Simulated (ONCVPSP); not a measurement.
# Ti: generating and testing an ONCV potential

Aim: build the potential from the settings below, then test how well it stands in for the atom: other configurations, scattering, ghost states and the plane-wave cutoff that it needs.

Program: ONCVPSP 4.0.1. Reference atom: PBE, scalar-relativistic, spherical and spin-unpolarised. All values are calculated.

### 1 Settings

The settings as typed:

```json
{
  "element": "titanium (Ti, Z = 22)",
  "type": "optimised norm-conserving Vanderbilt (ONCV)",
  "frozen core": "[Ar]",
  "valence charge": "4",
  "reference configuration": "3d2 4s0.5 (charge +1.5)",
  "partial waves": "4s: rc 2.50 bohr, ncon 4, nbas 8, qcut 2.4 1/bohr, 2 projectors, debl 3.3 Ha; p scattering state at 0.21 Ha: rc 2.55 bohr, ncon 3, nbas 7, qcut 3.2 1/bohr, 2 projectors, debl 0.8 Ha; 3d: rc 2.60 bohr, ncon 3, nbas 7, qcut 5.1 1/bohr, 1 projector",
  "local potential": "polynomial inside 2.15 bohr (lpopt 5, dvloc0 1 Ha)",
  "core correction": "polynomial model core, fcfact 0.35"
}
```

An earlier all-electron run gives the scale for the radii.

All-electron outer shells of the reference configuration (PBE, scalar-relativistic, ld1.x):

```csv
shell,level (eV),outermost node (bohr),outermost maximum (bohr)
3p,-50.30,0.37,0.90
3d,-15.38,–,0.97
4s,-13.54,1.23,2.67
4p,-9.45,1.36,3.19
```

### 2 Generation

The input, Ti.dat:

```
# ATOM AND REFERENCE CONFIGURATION
# atsym  z   nc   nv     iexc    psfile
  Ti 22.00    5    2        4      upf
#
#   n    l    f
    1    0    2.00
    2    0    2.00
    2    1    6.00
    3    0    2.00
    3    1    6.00
    3    2    2.00
    4    0    0.50
#
# PSEUDOPOTENTIAL AND OPTIMIZATION
# lmax
    2
#
#   l,   rc,      ep,       ncon, nbas, qcut
    0    2.50    0.00    4    8    2.40
    1    2.55    0.21    3    7    3.20
    2    2.60    0.00    3    7    5.10
#
# LOCAL POTENTIAL
# lloc, lpopt,  rc(5),   dvloc0
    4    5    2.15    1.00
#
# VANDERBILT-KLEINMAN-BYLANDER PROJECTORs
# l, nproj, debl
    0    2    3.30
    1    2    0.80
    2    1    3.50
#
# MODEL CORE CHARGE
# icmod, fcfact, rcfact
    1    0.35    0.00
#
# LOG DERIVATIVE ANALYSIS
# epsh1, epsh2, depsh
   -2.00    5.00    0.02
#
# OUTPUT GRID
# rlmax, drl
    6.00    0.01
#
# TEST CONFIGURATIONS
# ncnf
    4
# nvcnf
#   n    l    f
    2
    3    2    2.00
    4    0    2.00
#
    2
    3    2    2.00
    4    0    1.00
#
    2
    3    2    2.00
    4    0    0.00
#
    2
    3    2    3.00
    4    0    0.00
#
```

On the command line:

```sh
$ oncvpsp.x < Ti.dat > Ti.out
```

Output in Ti.out (without the consistency checks and plot data):

```text
ONCVPSP  (Optimized Norm-Conservinng Vanderbilt PSeudopotential)
scalar-relativistic version 4.0.1

#   n    l    f        energy (Ha)
    1    0    2.00    -1.7935603E+02
    2    0    2.00    -2.0150982E+01
    2    1    6.00    -1.6745915E+01
    3    0    2.00    -2.7222092E+00
    3    1    6.00    -1.8486293E+00
    3    2    2.00    -5.6527650E-01
    4    0    0.50    -4.9765808E-01

Reference configufation results
  iterations    23
  all-electron total energy (Ha)   -8.53075192D+02

Begin loop to  construct optimized pseudo wave functions
and semi-local pseudopoentials for all angular momenta

   Wellstate for l =  0  n =  7
     eigenvalue =   2.8023
     asymptotic potential =   3.3023
     half-point radius =  4.4978

Calculating optimized projector #   1

 for l=   0

    Fraction of norm inside rc  0.316418
    Optimizing pswf for qcut=   2.41 a_B^-1,  ecut=   2.89 Ha
    Residual kinetic energy error=  1.26D-03 Ha

    Energy error per electron        Cutoff
         Ha          eV             Ha
         0.01000     0.27211        1.89
         0.00100     0.02721        3.02
         0.00010     0.00272       10.71
         0.00001     0.00027       23.09

Calculating optimized projector #   2

 for l=   0

    Fraction of norm inside rc  0.111845
    Optimizing pswf for qcut=   2.41 a_B^-1,  ecut=   2.89 Ha
    Residual kinetic energy error=  2.62D-01 Ha

    Energy error per electron        Cutoff
         Ha          eV             Ha
         0.01000     0.27211       10.00
         0.00100     0.02721       32.10
         0.00010     0.00272       37.44
         0.00001     0.00027       43.39

WARNING wellstate: moderately localized bound state found for n= 4 l=  1
WARNING scattering state with energy  0.05000000
WARNING will be used for the first projector

   Wellstate for l =  1  n =  5
     eigenvalue =   0.0500
     asymptotic potential =   0.5500
     half-point radius =  7.3269

   Wellstate for l =  1  n =  6
     eigenvalue =   0.8500
     asymptotic potential =   1.3500
     half-point radius =  5.9131

Calculating optimized projector #   1

 for l=   1

    Fraction of norm inside rc  0.152367
    Optimizing pswf for qcut=   3.20 a_B^-1,  ecut=   5.12 Ha
    Residual kinetic energy error=  3.27D-05 Ha

    Energy error per electron        Cutoff
         Ha          eV             Ha
         0.01000     0.27211        1.19
         0.00100     0.02721        3.42
         0.00010     0.00272        4.68
         0.00001     0.00027        7.16

Calculating optimized projector #   2

 for l=   1

    Fraction of norm inside rc  0.144201
    Optimizing pswf for qcut=   3.20 a_B^-1,  ecut=   5.12 Ha
    Residual kinetic energy error=  8.48D-04 Ha

    Energy error per electron        Cutoff
         Ha          eV             Ha
         0.01000     0.27211        3.21
         0.00100     0.02721        5.18
         0.00010     0.00272       32.55
         0.00001     0.00027       57.34

Calculating optimized projector #   1

 for l=   2

    Fraction of norm inside rc  0.909539
    Optimizing pswf for qcut=   5.09 a_B^-1,  ecut=  12.98 Ha
    Residual kinetic energy error=  7.06D-05 Ha

    Energy error per electron        Cutoff
         Ha          eV             Ha
         0.01000     0.27211        9.37
         0.00100     0.02721       11.09
         0.00010     0.00272       13.10
         0.00001     0.00027       36.94

Construct Vanderbilt / Kleinmman-Bylander projectors

B matrix Hermiticity error, ll=   0
   1   2    8.8072E-05

  Orthonormal projector coefficients  4.7231E+00  7.8544E-01

B matrix Hermiticity error, ll=   1
   1   2    2.0625E-05

  Orthonormal projector coefficients  1.9955E+00  5.2789E-01

Model core correction analysis
  based on d2Exc/dn_idn_j

d2excae - all-electron derivatives

   -2.441473D-02   -8.640311D-03
   -8.575248D-03   -1.158954D-02

d2excps - pseudofunction derivatives with no core correction

   -6.995926D-02   -1.500320D-02
   -1.713883D-02   -1.347626D-02

rms 2nd derivative error    2.340772E-02

Polynomial model core charge

d2excps - pseudofunction derivatives with core correction

   -4.448230D-02   -1.161322D-02
   -1.154863D-02   -1.115785D-02

rms 2nd derivative error    1.025394E-02

Pseudoatom total energy   -2.760449

Diagnostic tests using Vanderbilt-Kleinman-Bylander pseudopotentials
  1 or more projectors used as specified by nproj input data

   l    rcore       rmatch      e in        delta e   norm test  slope test

   0   2.5074247   2.5835556  -0.4976581  -0.0000004   1.0000098   0.9999858
   0   2.5074247   2.5835556   2.8023419   0.0000522   1.0003761   1.0003761

   1   2.5528297   2.6303391   0.0500000  -0.0000178   0.9999276   0.9999276
   1   2.5528297   2.6303391   0.8500000   0.0001176   1.0001257   1.0001257

   2   2.6146512   2.6940377  -0.5652765  -0.0000257   0.9999384   0.9998915

 Testing for bound ghosts
   n   l    E NL Schr. Eq   E Basis Diag.   E Cutoff

   1   0       -0.497659       -0.496059     41.40

   2   1       -0.347866       -0.341768     34.00

   3   2       -0.565302       -0.565227     27.06

 Testing for highly-localized positive-energy ghosts
       l    <radius>/rc     E Basis Diag.   E Cutoff

       0        0.263392        3.038122     41.40  WARNING - GHOST(+)

Test configuration 0

   n   l     f        eae           eps        diff
   1   0  2.0000 -179.35603214
   2   0  2.0000  -20.15098214
   2   1  6.0000  -16.74591483
   3   0  2.0000   -2.72220918
   3   1  6.0000   -1.84862934
   3   2  2.0000   -0.56527650   -0.56530217   -2.57D-05
   4   0  0.5000   -0.49765808   -0.49765851   -4.33D-07

    Total energies and differences
      AE_ref= -8.53075192D+02  AE_tst= -8.53075192D+02  dif=  0.00D+00
      PS_ref= -2.76044889D+00  PS_tst= -2.76044889D+00  dif= -1.64D-14
      PSP excitation error=  1.64D-14

Test configuration 1

   n   l     f        eae           eps        diff
   1   0  2.0000 -178.92814636
   2   0  2.0000  -19.73206107
   2   1  6.0000  -16.32622220
   3   0  2.0000   -2.30174004
   3   1  6.0000   -1.42810959
   3   2  2.0000   -0.15651097   -0.15432044    2.19D-03
   4   0  2.0000   -0.16415853   -0.16407441    8.41D-05

    Total energies and differences
      AE_ref= -8.53075192D+02  AE_tst= -8.53564434D+02  dif= -4.89D-01
      PS_ref= -2.76044889D+00  PS_tst= -3.24935128D+00  dif= -4.89D-01
      PSP excitation error= -3.39D-04

Test configuration 2

   n   l     f        eae           eps        diff
   1   0  2.0000 -179.19977875
   2   0  2.0000  -19.99822907
   2   1  6.0000  -16.59286259
   3   0  2.0000   -2.56945398
   3   1  6.0000   -1.69605428
   3   2  2.0000   -0.41776036   -0.41670464    1.06D-03
   4   0  1.0000   -0.38038938   -0.38004603    3.43D-04

    Total energies and differences
      AE_ref= -8.53075192D+02  AE_tst= -8.53294436D+02  dif= -2.19D-01
      PS_ref= -2.76044889D+00  PS_tst= -2.97959964D+00  dif= -2.19D-01
      PSP excitation error= -9.27D-05

Test configuration 3

   n   l     f        eae           eps        diff
   1   0  2.0000 -179.52514372
   2   0  2.0000  -20.31618171
   2   1  6.0000  -16.91144416
   3   0  2.0000   -2.88664728
   3   1  6.0000   -2.01257144
   3   2  2.0000   -0.72322626   -0.72468366   -1.46D-03

    Total energies and differences
      AE_ref= -8.53075192D+02  AE_tst= -8.52795674D+02  dif=  2.80D-01
      PS_ref= -2.76044889D+00  PS_tst= -2.48072274D+00  dif=  2.80D-01
      PSP excitation error= -2.08D-04

Test configuration 4

   n   l     f        eae           eps        diff
   1   0  2.0000 -179.04183319
   2   0  2.0000  -19.81497727
   2   1  6.0000  -16.41195376
   3   0  2.0000   -2.40756705
   3   1  6.0000   -1.54122886
   3   2  3.0000   -0.29490433   -0.29572062   -8.16D-04

    Total energies and differences
      AE_ref= -8.53075192D+02  AE_tst= -8.53292677D+02  dif= -2.17D-01
      PS_ref= -2.76044889D+00  PS_tst= -2.98093550D+00  dif= -2.20D-01
      PSP excitation error=  3.00D-03
```

Wall time 3.4 s (1 thread, shared host).

The projector energies used in the p channel were 0.050, 0.850 Ha; the program set a typed value aside.

All-electron and pseudo partial waves u(r) = r·R(r), from the program's wave files:

| r (bohr) | 4s AE | 4s PS |
| --- | --- | --- |
| 0.130 | 0.0949 | 0.0087 |
| 0.260 | 0.1698 | 0.0185 |
| 0.390 | -0.0011 | 0.0305 |
| 0.520 | -0.1853 | 0.0464 |
| 0.650 | -0.2908 | 0.0676 |
| 0.780 | -0.3087 | 0.0950 |
| 0.910 | -0.2596 | 0.1286 |
| 1.040 | -0.1686 | 0.1676 |
| 1.170 | -0.0570 | 0.2110 |
| 1.300 | 0.0603 | 0.2579 |
| 1.430 | 0.1736 | 0.3080 |
| 1.560 | 0.2771 | 0.3605 |
| 1.690 | 0.3681 | 0.4145 |
| 1.820 | 0.4452 | 0.4678 |
| 1.950 | 0.5084 | 0.5176 |
| 2.080 | 0.5583 | 0.5612 |
| 2.210 | 0.5957 | 0.5964 |
| 2.340 | 0.6220 | 0.6221 |
| 2.470 | 0.6383 | 0.6383 |
| 2.600 | 0.6459 | 0.6459 |
| 2.730 | 0.6461 | 0.6461 |
| 2.860 | 0.6399 | 0.6399 |
| 2.990 | 0.6284 | 0.6284 |
| 3.120 | 0.6125 | 0.6125 |
| 3.250 | 0.5933 | 0.5933 |
| 3.380 | 0.5714 | 0.5714 |

Densities times 4π (e/bohr³); a dash where the program caps the true core:

```
r (bohr)  pseudo valence  true core  model core
   0.130         0.00354          –       1.538
   0.390          0.0867          –       1.523
   0.650          0.4325          –       1.448
   0.910           0.888          –       1.279
   1.170           1.052      4.944       1.022
   1.430          0.8352      1.923      0.7194
   1.690          0.4978     0.7013      0.4329
   1.950          0.2568     0.2496      0.2151
   2.210          0.1373    0.08821     0.08707
   2.470         0.08508    0.03116     0.03116
   2.730         0.05776    0.01102     0.01102
   2.990         0.03945   0.003915    0.003915
   3.250         0.02684   0.001394    0.001394
```

### 3 Transferability, from the output's test configurations

The tests as a table, with energies relative to 3d2 4s0.5.

```csv
valence configuration,charge,ΔE all-electron (eV),error AE − PS (meV)
3d2 4s2,0,-13.313,-9.2
3d2 4s1,+1,-5.966,-2.5
3d2 4s0,+2,7.606,-5.7
3d3 4s0,+1,-5.918,+82
```

### 4 Logarithmic derivatives

Taken from the files of the generation run. The phase is arctan(r·R′/R) of the radial function R, unwrapped, with energies in Ha. A pole is an energy at which the radial function vanishes at the test radius. The pseudo phase is shifted by a multiple of π to meet the all-electron one at the reference energy. Levels narrower than the energy grid can be missing from the poles. The last column is the largest difference on the grid between −0.5 and +0.5 Ha.

```tsv
channel	radius (bohr)	reference (Ha)	poles AE	poles PS	window around the reference with phases within 0.05 rad (Ha)	largest difference near zero (rad)
s	2.54	-0.50	0.90	0.84, 3.04	below 2.9	0.008
p	2.58	0.05	-1.82, 1.27	1.26, 3.06	-1.4 to 1.9	0.012
d	2.65	-0.57	-0.45, 1.82	-0.44, 3.26	-0.7 to -0.3	0.896
```

Phases (rad) along the scan:

```
E (Ha)    d AE    d PS    s AE    s PS
 -1.98   1.303   1.306   1.247   1.229
 -1.62   1.253   1.258   1.157   1.142
 -1.26   1.159   1.170   0.985   0.970
 -0.90   0.857   0.890   0.528   0.516
 -0.54  -1.325  -1.325  -0.546  -0.547
 -0.18  -1.914  -1.843  -1.165  -1.168
  0.18  -2.603  -2.178  -1.386  -1.392
  0.54  -3.983  -2.972  -1.496  -1.505
  0.90  -4.429  -3.969  -1.570  -1.582
  1.26  -4.585  -4.340  -1.633  -1.648
  1.62  -4.674  -4.491  -1.701  -1.720
  1.98  -4.742  -4.573  -1.797  -1.823
  2.34  -4.813  -4.626  -1.992  -2.028
  2.70  -4.918  -4.665  -2.685  -2.701
  3.06  -5.179  -4.696  -4.010  -5.398
  3.42  -6.540  -4.724  -4.389  -7.422
  3.78  -7.472  -4.751  -4.519  -7.598
  4.14  -7.660  -4.779  -4.587  -7.682
  4.50  -7.739  -4.813  -4.630  -7.732
  4.86  -7.786  -4.859  -4.662  -7.768
```

### 5 Convergence and ghost test

Read off the output, the cutoffs (Ha) at which the residual kinetic energy of the hardest occupied pseudo-wave falls to 1 and 0.1 mHa per electron: 11 Ha and 13 Ha.

The program's own ghost test: no bound ghost flagged; GHOST(+) flagged for s at 82.7 eV.

Cutoff (Ha) at which the first wave of each channel reaches a given error (Ha per electron):

```
  error     s    p     d
1.0e-02   1.9  1.2   9.4
3.2e-03   2.4  2.6  10.3
1.0e-03   3.0  3.4  11.1
3.2e-04   5.3  4.0  11.9
1.0e-04  10.7  4.7  13.1
3.2e-05  19.1  5.5  21.7
1.0e-05  23.1  7.2  36.9
```

### 6 Summary of results

| quantity | value |
| --- | --- |
| cutoffs for 1 and 0.1 mHa per electron, occupied waves | 11 Ha and 13 Ha |
| bound ghosts | none found |
| GHOST(+) flags | s at 83 eV |
| largest test error (AE − PS) | +82 meV, for 3d3 4s0 |
| largest phase difference near zero energy, channels read | 0.896 rad |
| rms error of d²Exc/dn², without and with the model core | 23.41 and 10.25 mHa |
| projector energies reset by the program | p: 0.050, 0.850 Ha |

In words: The worst unpolarised test, 3d3 4s0, is off by 82 meV on 5.9 eV; by total energies transferability rates as fair. The potential is soft on the atom at that tolerance: the looser tolerance needs 11 Ha. At the looser tolerance the 3d wave is the slowest; 4s needs 3 Ha. It is free of bound ghosts as far as tested. Near zero energy the largest phase difference among the channels read is 0.90 rad, in the d channel. The program also flags highly localised states, GHOST(+) (s). All of this concerns the isolated atom, not yet a solid.
